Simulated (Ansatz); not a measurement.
# PbTe2: a single-point run

The task is a single-point run on PbTe2. The structure is shown as the input types it. The cell is built on a prototype (CdCl2 type) and needn't be the phase found in nature.

Method: density functional or hybrid calculation with the settings of its input, plane waves (as first typed), in Ansatz 0.2.0.

2 further runs of the same task are left out: 2 that didn't finish.

**1. Starting point**

Symmetry: R-3m, No. 166, trigonal system. The conventional cell has a = 4.254 Å, b = 4.254 Å, c = 18.793 Å, α = 90.00°, β = 90.00°, γ = 120.00°. Pb (site symmetry -3m) has 6 Te at 3.13 Å as nearest neighbours. Around Te (site symmetry 3m) lie 3 Pb at 3.13 Å and 3 Te at 3.41 Å.

The input asks for a charge of -1 e on the cell.

Structure file:

```cif
data_structure
_symmetry_space_group_name_H-M 'P 1'
_symmetry_Int_Tables_number 1
_cell_length_a 6.7285
_cell_length_b 6.7285
_cell_length_c 6.7285
_cell_angle_alpha 36.857
_cell_angle_beta 36.857
_cell_angle_gamma 36.857
_cell_volume 98.17
loop_
_atom_site_label
_atom_site_type_symbol
_atom_site_fract_x
_atom_site_fract_y
_atom_site_fract_z
_atom_site_occupancy
Pb1 Pb 0.00000 0.00000 0.00000 1
Te1 Te 0.22975 0.22975 0.22975 1
Te2 Te 0.77025 0.77025 0.77025 1
```

**2. The run**

File input.yaml:

```yaml
crystal:
  lattice:
    - [2.1269962718, 1.2280218701, 6.2642067492]
    - [-2.1269962718, 1.2280218701, 6.2642067492]
    - [0.0, -2.4560437402, 6.2642067492]
  atoms:
    - { symbol: Pb, position: [0.0, 0.0, 0.0] }
    - { symbol: Te, position: [0.2297518145, 0.2297518145, 0.2297518145] }
    - { symbol: Te, position: [0.7702481855, 0.7702481855, 0.7702481855] }
kpoints:
  mp_grid: { grid: [6, 6, 6] }
hamiltonian:
  xc: pbesol
scf:
  occupations: { method: fermi_dirac, width: 0.02 }
  n_extra_bands: 4
  max_iter: 56
output:
  forces: true
  stress: true
  eigenvalues: true
total_charge: -1
```

Run with:

```console
$ ansatz run input.yaml --threads 4 --pin off --max-ram 3686MiB --backend cpu --events-out ev --progress --plain --runs-dir out
```

**Question.** How will this run end, and is anything wrong with its input?

This run ends as converged. Convergence says nothing about whether the input makes sense.

In the input, total_charge is -1. The net charge is not the one intended, so the run treats another number of electrons.

To check: delete total_charge (the default then holds).
